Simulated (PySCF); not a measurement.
**Si₂H₂F₄: electronic excitations and core binding energies**

Aim: predict the electronic excitations and core binding energies of Si₂H₂F₄ (`F[SiH2][Si](F)(F)F`).

Programs: PySCF 2.14.0, with density-fitted response routines of our own. Each step states its level of theory. These are calculated values for one molecule in the gas phase, unless marked as measured. Atoms count from 0, in the outputs and in this text.

**1. Starting geometry**

8 atoms, charge 0, multiplicity 1; geometry from: GFN2-xTB.

Bonds of the start (Å): F0–Si1 1.61, Si1–Si2 2.27, Si2–F3 1.59, Si2–F4 1.59, Si2–F5 1.59, Si1–H6 1.46, Si1–H7 1.46.

**2. Ultraviolet spectrum: wB97X-D/def2-SVPD**

Job settings and geometry (Å):

```
{"job": {"kind": "uv", "xc": "wB97X-D", "basis": "def2-SVPD", "nstates": 8, "ntriplets": 3}, "charge": 0, "multiplicity": 1}
F     -1.757418    -1.426421     0.065985
Si    -1.183297     0.065497    -0.096464
Si     1.082731    -0.008846     0.075865
F      1.718835    -0.513095     1.443139
F      1.892929    -0.854717    -0.999504
F      1.719604     1.441423    -0.081561
H     -1.818231     0.816263     0.981637
H     -1.646096     0.489309    -1.413661
```

Level: TDDFT wB97X-D/def2-SVPD, vertical, gas phase, core orbitals frozen in the response.

Run with:

```sh
> OMP_NUM_THREADS=1 python probes_run.py task.json out
```

This one command runs all jobs of the session in turn.

What it wrote:

```text
coarse grid: 8832 points
cycle   1  E = -978.9070715462  dE =  4.835e-01  |g| = 9.606e-01  |ddm| = 3.672e+00
cycle   2  E = -978.8661389270  dE =  4.093e-02  |g| = 1.172e+00  |ddm| = 2.329e+00
cycle   3  E = -979.0816927469  dE = -2.156e-01  |g| = 5.009e-02  |ddm| = 8.918e-01
cycle   4  E = -979.0822029529  dE = -5.102e-04  |g| = 2.301e-02  |ddm| = 1.062e-01
cycle   5  E = -979.0822939556  dE = -9.100e-05  |g| = 1.109e-02  |ddm| = 4.871e-02
cycle   6  E = -979.0823155019  dE = -2.155e-05  |g| = 1.073e-03  |ddm| = 1.636e-02
cycle   7  E = -979.0823160060  dE = -5.040e-07  |g| = 2.946e-04  |ddm| = 4.476e-03
final grid: 81016 points
cycle   8  E = -979.2039325153  dE = -6.999e-05  |g| = 1.043e-02  |ddm| = 1.083e-01
cycle   9  E = -979.2039294789  dE =  3.036e-06  |g| = 1.220e-02  |ddm| = 2.367e-02
cycle  10  E = -979.2039515176  dE = -2.204e-05  |g| = 4.230e-04  |ddm| = 7.683e-03
cycle  11  E = -979.2039515771  dE = -5.950e-08  |g| = 2.785e-04  |ddm| = 1.917e-03
cycle  12  E = -979.2039515904  dE = -1.328e-08  |g| = 8.247e-05  |ddm| = 4.051e-04
cycle  13  E = -979.2039515917  dE = -1.392e-09  |g| = 1.140e-05  |ddm| = 1.532e-04
cycle  14  E = -979.2039515918  dE = -9.186e-11  |g| = 2.907e-06  |ddm| = 5.658e-05
converged SCF energy = -979.2039515918

Static polarisability (au): isotropic 48.285, principal 43.965 45.707 55.184

Singlet excitations
state   eV       nm        f      main configurations
  1   7.0845    175.0   0.03101   H->L 0.97
  2   7.5286    164.7   0.00370   H-1->L 0.97
  3   8.1303    152.5   0.08834   H->L+1 0.93
  4   8.9002    139.3   0.06758   H-1->L+1 0.93
  5   9.5387    130.0   0.30383   H->L+2 0.92
  6   9.6379    128.6   0.00730   H-2->L 0.93
  7   9.8218    126.2   0.12235   H->L+3 0.83
  8   9.9139    125.1   0.01639   H-1->L+2 0.47, H-1->L+3 0.23, H-4->L 0.21

Triplet excitations (Tamm-Dancoff, eV): 6.1773 6.8554 7.1348
```

Wall time 38 s (1 thread of Arm Neoverse N1, shared host); peak memory 0.68 GiB.

The orbitals next to the gap, with their largest atomic shares:

```
orbital      eV                        atoms
 HOMO−3  -14.55    F5 54 %, F4 22 %, F3 19 %
 HOMO−2  -14.15    F4 34 %, F3 34 %, F5 33 %
 HOMO−1  -12.61   Si1 34 %, H6 21 %, H7 21 %
   HOMO  -11.98  Si1 29 %, Si2 22 %, F0 14 %
   LUMO    0.00   Si1 40 %, Si2 23 %, H6 8 %
 LUMO+1    0.78   Si1 36 %, Si2 29 %, H7 7 %
 LUMO+2    1.79   Si1 34 %, Si2 31 %, H6 9 %
```

With each of the 8 states as a Gaussian band of 0.4 eV half-width at 1/e, the curve within the window shown has maxima at 174 nm (ε 1,300), 152 nm (ε 3,700), 129 nm (ε 16,000) L/(mol cm). Beyond the last state computed it falls off for lack of states. The curve at chosen wavelengths:

nm, ε (L/mol/cm) and a bar:
```
      121       3023 #####
      124       9039 ################
      127      15291 ############################
      129      16392 ##############################
      132      12535 #######################
      135       7182 #############
      138       4301 ########
      140       3379 ######
      143       2594 ####
      146       2611 #####
      149       3282 ######
      151       3626 ######
      154       3422 ######
      157       2499 ####
      160       1525 ###
      162       1101 ##
      165        874 #
      168        990 ##
      171       1202 ##
      173       1292 ##
      176       1265 ##
      179       1056 ##
      182        757 #
      184        560 #
      187        320 
      190        162
```

Leading natural transition orbitals of singlet state 5: the hole lies on Si2 27 %; Si1 20 %; F0 12 %; the particle on H6, H7 about 22 % each; F5 14 %; Si1 12 %.

Leading natural transition orbitals of singlet state 1: the hole lies on Si2 26 %; Si1 19 %; F0 15 %; the particle on Si1 29 %; Si2 15 %; H6, H7 about 14 % each.

Further results of this job:

```
           property  computed
  dipole moment (D)      2.71
polarisability (Å³)      7.16
 HOMO–LUMO gap (eV)     11.98
      −ε(HOMO) (eV)     11.98
```

Orbitals, density, ELF and potential are computed afterwards from the orbital file.

Frontier orbitals at wB97X-D/def2-SVPD, with the share of their density that lies nearest to each atom:

```
orbital  energy (eV)                      lies on
   HOMO       -11.98  Si2 27 %; Si1 20 %; F0 12 %
   LUMO         0.00  Si1 26 %; Si2 18 %; F0 13 %
```

ELF in a plane through or near 4 of the atoms.

Ten even steps from ' ' (0.00) to '@' (0.98):
```
                                                        
                                                        
                                                        
                                ..::::::::..            
                                --++**##**==::          
                              ..++##%%%%%%**==..        
                              ..**%%**==##%%++--        
                ........--==::..==####++%%##==::        
              ....      ++@@%%++....--****==::          
              ..  ++%%%%::@@@@++++%%**  ....            
              ..  ==%%##::@@@@==##**##......            
          ..--****==....==%%@@**  ..  ::==::..          
        ::==##%%**##%%++::::==::....--==--..            
        ::++####::++%%**..        ........              
        ..--**%%%%%%%%++..                              
          ::==**####**==..                              
            ..::--::::..                                
                                                        
                                                        
                                                        
```
The map spans 8.8 Å across and 8.1 Å up, centred on the molecule. Atoms in the plane (x, y in Å): F0 (1.8, 1.4), Si1 (1.2, -0.1), Si2 (-1.1, 0.0), F5 (-1.7, -1.4).

On the surface of density 0.002 e/bohr³ the electrostatic potential runs, from the 1st to the 99th percentile, from -0.71 V near F4 to 2.45 V near Si1.

**3. Core-electron binding energies: SCAN, X2C**

Same as in step 2 but for these lines:

```diff
@@ -1,2 +1,2 @@
-{"job": {"kind": "uv", "xc": "wB97X-D", "basis": "def2-SVPD", "nstates": 8, "ntriplets": 3}, "charge": 0, "multiplicity": 1}
+{"job": {"kind": "xps"}, "charge": 0, "multiplicity": 1}
 F     -1.757418    -1.426421     0.065985
```

Level: delta-SCF UKS SCAN, pcX-2 on the ionised atom, pcseg-1 elsewhere, spin-free X2C.

What it wrote:

```text
ground state, core basis on atom 0 (F), 133 functions
  cycle   1  E = -980.94391956  |g| = 1.01e+00
  cycle   2  E = -980.44628857  |g| = 2.05e+00
  cycle   3  E = -981.10632906  |g| = 9.78e-02
  cycle   4  E = -981.10681863  |g| = 9.29e-02
  cycle   5  E = -981.10800670  |g| = 9.16e-03
  cycle   6  E = -981.10802388  |g| = 3.73e-03
  cycle   7  E = -981.10802533  |g| = 1.74e-03
  cycle   8  E = -981.10802657  |g| = 4.15e-04
  E(ground) = -981.15301356 Eh
hole in F 1s of atom 0
  cycle   1  E = -954.74313359  |g| = 2.58e+00
  cycle   2  E = -954.76086447  |g| = 2.08e+00
  cycle   3  E = -955.60857593  |g| = 2.87e-01
  cycle   4  E = -955.61210323  |g| = 2.34e-01
  cycle   5  E = -955.62992792  |g| = 3.86e-02
  cycle   6  E = -955.63036608  |g| = 1.45e-02
  cycle   7  E = -955.63042372  |g| = 6.75e-03
  cycle   8  E = -955.63043889  |g| = 1.04e-03
  cycle   9  E = -955.63043962  |g| = 2.55e-04
  E(ion) = -955.68244748 Eh   <S^2> = 0.7565   hole on atom = 1.000   binding energy = 693.089 eV
ground state, core basis on atom 1 (Si), 144 functions
  cycle   1  E = -981.16092084  |g| = 3.03e-01
  cycle   2  E = -981.15803612  |g| = 1.71e-01
  cycle   3  E = -981.15809192  |g| = 1.66e-01
  cycle   4  E = -981.16242741  |g| = 1.02e-02
  cycle   5  E = -981.16243912  |g| = 2.75e-03
  cycle   6  E = -981.16244440  |g| = 6.51e-04
  cycle   7  E = -981.16244372  |g| = 1.38e-04
  E(ground) = -981.16304687 Eh
hole in Si 1s of atom 1
  cycle   1  E = -912.16561466  |g| = 4.35e+00
  cycle   2  E = -912.21170627  |g| = 2.18e+00
  cycle   3  E = -912.73824285  |g| = 1.05e+00
  cycle   4  E = -913.15677316  |g| = 4.17e-01
  cycle   5  E = -913.20437227  |g| = 1.13e-01
  cycle   6  E = -913.20942356  |g| = 4.40e-02
  cycle   7  E = -913.20988441  |g| = 2.29e-02
  cycle   8  E = -913.21006167  |g| = 2.38e-03
  cycle   9  E = -913.21006375  |g| = 1.84e-03
  cycle  10  E = -913.21006245  |g| = 4.17e-04
  E(ion) = -913.22113857 Eh   <S^2> = 0.7522   hole on atom = 1.000   binding energy = 1848.793 eV
hole in Si 2p of atom 1
  cycle   1  E = -976.82408272  |g| = 1.23e+00
  cycle   2  E = -976.70418966  |g| = 1.11e+00
  cycle   3  E = -977.04987141  |g| = 4.82e-01
  cycle   4  E = -977.12971055  |g| = 1.06e-01
  cycle   5  E = -977.13301815  |g| = 3.08e-02
  cycle   6  E = -977.13339579  |g| = 1.75e-02
  cycle   7  E = -977.13348836  |g| = 5.26e-03
  cycle   8  E = -977.13349724  |g| = 9.12e-04
  cycle   9  E = -977.13349741  |g| = 5.08e-04
  cycle  10  E = -977.13349719  |g| = 9.73e-05
  E(ion) = -977.14809058 Eh   <S^2> = 0.7515   hole on atom = 1.002   binding energy = 109.253 eV
  2p3/2 = 108.982 eV   2p1/2 = 109.610 eV
ground state, core basis on atom 2 (Si), 144 functions
  cycle   1  E = -981.18578656  |g| = 2.96e-01
  cycle   2  E = -981.18564712  |g| = 9.13e-02
  cycle   3  E = -981.18512206  |g| = 1.04e-01
  cycle   4  E = -981.18680882  |g| = 1.90e-02
  cycle   5  E = -981.18686248  |g| = 1.89e-03
  cycle   6  E = -981.18686217  |g| = 7.27e-04
  cycle   7  E = -981.18686181  |g| = 7.99e-05
  E(ground) = -981.18755070 Eh
hole in Si 1s of atom 2
  cycle   1  E = -912.15047911  |g| = 4.35e+00
  cycle   2  E = -911.96876076  |g| = 2.31e+00
  cycle   3  E = -912.55945819  |g| = 1.19e+00
  cycle   4  E = -913.12290471  |g| = 4.23e-01
  cycle   5  E = -913.17036150  |g| = 1.26e-01
  cycle   6  E = -913.17915004  |g| = 2.63e-02
  cycle   7  E = -913.17915323  |g| = 2.76e-02
  cycle   8  E = -913.17940300  |g| = 3.66e-03
  cycle   9  E = -913.17940676  |g| = 2.32e-03
  cycle  10  E = -913.17940940  |g| = 6.21e-04
  cycle  11  E = -913.17940983  |g| = 1.47e-04
  E(ion) = -913.19117261 Eh   <S^2> = 0.7519   hole on atom = 1.000   binding energy = 1850.276 eV
hole in Si 2p of atom 2
  cycle   1  E = -976.81983860  |g| = 1.24e+00
  cycle   2  E = -976.58067727  |g| = 1.25e+00
  cycle   3  E = -977.02993921  |g| = 4.99e-01
  cycle   4  E = -977.11782527  |g| = 1.27e-01
  cycle   5  E = -977.12260784  |g| = 3.95e-02
  cycle   6  E = -977.12348712  |g| = 1.32e-02
  cycle   7  E = -977.12352466  |g| = 7.83e-03
  cycle   8  E = -977.12354618  |g| = 1.17e-03
  cycle   9  E = -977.12354790  |g| = 6.66e-04
  cycle  10  E = -977.12354696  |g| = 2.19e-04
  E(ion) = -977.13806009 Eh   <S^2> = 0.7516   hole on atom = 1.003   binding energy = 110.192 eV
  2p3/2 = 110.038 eV   2p1/2 = 110.667 eV
ground state, core basis on atom 3 (F), 133 functions
  cycle   1  E = -981.10739651  |g| = 1.29e-01
  cycle   2  E = -981.10628156  |g| = 1.09e-01
  cycle   3  E = -981.10736942  |g| = 6.70e-02
  cycle   4  E = -981.10799993  |g| = 4.78e-03
  cycle   5  E = -981.10800892  |g| = 1.58e-03
  cycle   6  E = -981.10800635  |g| = 3.38e-04
  E(ground) = -981.15352361 Eh
hole in F 1s of atom 3
  cycle   1  E = -954.73385735  |g| = 2.58e+00
  cycle   2  E = -954.70912637  |g| = 2.11e+00
  cycle   3  E = -955.58500550  |g| = 3.50e-01
  cycle   4  E = -955.59002405  |g| = 3.11e-01
  cycle   5  E = -955.62149713  |g| = 3.62e-02
  cycle   6  E = -955.62194484  |g| = 1.00e-02
  cycle   7  E = -955.62201281  |g| = 2.44e-03
  cycle   8  E = -955.62201322  |g| = 2.07e-03
  cycle   9  E = -955.62201558  |g| = 4.17e-04
  E(ion) = -955.67516420 Eh   <S^2> = 0.7566   hole on atom = 1.000   binding energy = 693.301 eV
```

Wall time 54 s (1 thread of Arm Neoverse N1, shared host); peak memory 0.45 GiB.

The holes in one table. −ε is the ground-state orbital energy:

| hole | stands for | environment | ΔSCF (eV; 2p as the shell's mean) | −ε (eV) | ⟨S²⟩ |
| --- | --- | --- | --- | --- | --- |
| F1s on F0 | F0 | fluorine bonded to Si | 693.09 | 667.0 | 0.757 |
| Si1s on Si1 | Si1 | silicon bonded to F, Si, 2 H | 1848.79 | 1795.3 | 0.752 |
| Si2p on Si1 | Si1 | silicon bonded to F, Si, 2 H | 109.19 | 98.1 | 0.751 |
| Si1s on Si2 | Si2 | silicon bonded to 3 F, Si | 1850.28 | 1796.4 | 0.752 |
| Si2p on Si2 | Si2 | silicon bonded to 3 F, Si | 110.25 | 99.0 | 0.752 |
| F1s on F3 | F3, F4, F5 | fluorine bonded to Si | 693.30 | 667.2 | 0.757 |

Each hole run stands for the others of its class of like atoms.

With the spin-orbit splitting: Si1 2p3/2 108.98, 2p1/2 109.61 eV; Si2 2p3/2 110.04, 2p1/2 110.67 eV. The table gives each 2p level as the mean over the whole 2p shell (two parts 2p3/2, one part 2p1/2), which differs a little from the single hole in the log.

**4. What came out**

| quantity | value |
| --- | --- |
| lowest singlet (wB97X-D/def2-SVPD) | 7.08 eV (175 nm), f = 0.031 |
| brightest single state of those computed | state 5, 9.54 eV, f = 0.304 |
| lowest triplet | 6.18 eV |
| surface potential, 1st and 99th percentile | -0.71 V and 2.45 V |
| F1s binding energies, SCAN/pcX-2 | F3 693.30, F0 693.09 eV |
| Si1s binding energies, SCAN/pcX-2 | Si2 1850.28, Si1 1848.79 eV |
| Si2p binding energies, SCAN/pcX-2 | Si2 110.25, Si1 109.19 eV |

What this shows: The first singlet state (HOMO→LUMO 0.97) lies at 7.08 eV and is weak; of the 8 states computed, the strongest absorption comes from state 5 at 9.54 eV. The lowest triplet lies 0.91 eV below the lowest singlet (triplets in Tamm-Dancoff, singlets in full TDDFT). The F1s levels kept as sound span 0.21 eV, from F0 (fluorine bonded to Si) up to F3 (fluorine bonded to Si). The Si1s levels kept as sound span 1.48 eV, from Si1 (silicon bonded to F, Si, 2 H) up to Si2 (silicon bonded to 3 F, Si). The Si2p levels kept as sound span 1.06 eV, from Si1 (silicon bonded to F, Si, 2 H) up to Si2 (silicon bonded to 3 F, Si).
